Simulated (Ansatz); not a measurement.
# Tb4S: the cost of one run

Computed with Ansatz 0.2.0 (DFT PBE, scalar-relativistic, plane waves, PAW; 4f electrons in the core of a trivalent norm-conserving potential, unless a step's input says otherwise).

## 1. The structure to begin with

The structure is cubic, space group I-43m (No. 217). Conventional cell: a = 6.990 Å, b = 6.990 Å, c = 6.990 Å, α = 90.00°, β = 90.00°, γ = 90.00°. Around Tb (site symmetry 3m) lie 1 S at 1.54 Å. Around S (site symmetry -43m) lie 4 Tb at 1.54 Å.

Structure file:

```xyz
5
Lattice="-3.4950 3.4950 3.4950 3.4950 -3.4950 3.4950 3.4950 3.4950 -3.4950" Properties=species:S:1:pos:R:3 pbc="T T T"
Tb    2.6083    2.6083   -2.6083
Tb   -2.6083    2.6083    2.6083
Tb    2.6083   -2.6083    2.6083
Tb    0.8866    0.8866    0.8866
S     0.0000    0.0000    0.0000
```

A structure generator made this guess: species swapped into a database cell of H4C (I-43m, No. 217), with Tb on the H sites and S on the C sites. Lengths come from tabulated atomic sizes and are only a guess.

## 2. Probe: one point on a coarse mesh

The input, input.yaml:

```yaml
crystal:
  lattice:
    - [-3.49496909, 3.49496909, 3.49496909]
    - [3.49496909, -3.49496909, 3.49496909]
    - [3.49496909, 3.49496909, -3.49496909]
  atoms:
    - { symbol: Tb, position: [0.0, 0.0, 0.74631286] }
    - { symbol: Tb, position: [0.74631286, 0.0, 0.0] }
    - { symbol: Tb, position: [0.0, 0.74631286, 0.0] }
    - { symbol: Tb, position: [0.25368714, 0.25368714, 0.25368714] }
    - { symbol: S, position: [0.0, 0.0, 0.0] }
basis:
  ecutwfc: 690
kpoints:
  mp_grid: { grid: [4, 4, 4] }
hamiltonian:
  xc: pbe
  pseudopotentials:
    kind: paw
    azcp: { Tb: "pseudopotentials/pbe/nc/lanthanide_3plus/Tb.nc.azcp" }
scf:
  occupations: { method: gaussian, width: 0.1 }
  lower_state_search: "off"
output:
  forces: true
  stress: true
  eigenvalues: true
```

Launch:

```bash
$ ansatz run input.yaml --threads 1 --pin off --max-ram 2560MiB --backend cpu --events-out ev --progress --plain --runs-dir out
```

Q: Estimate wall time and peak memory on 1 thread of Arm Neoverse V2, shared host.

About 7.4 s, with a peak of 0.41 GiB.
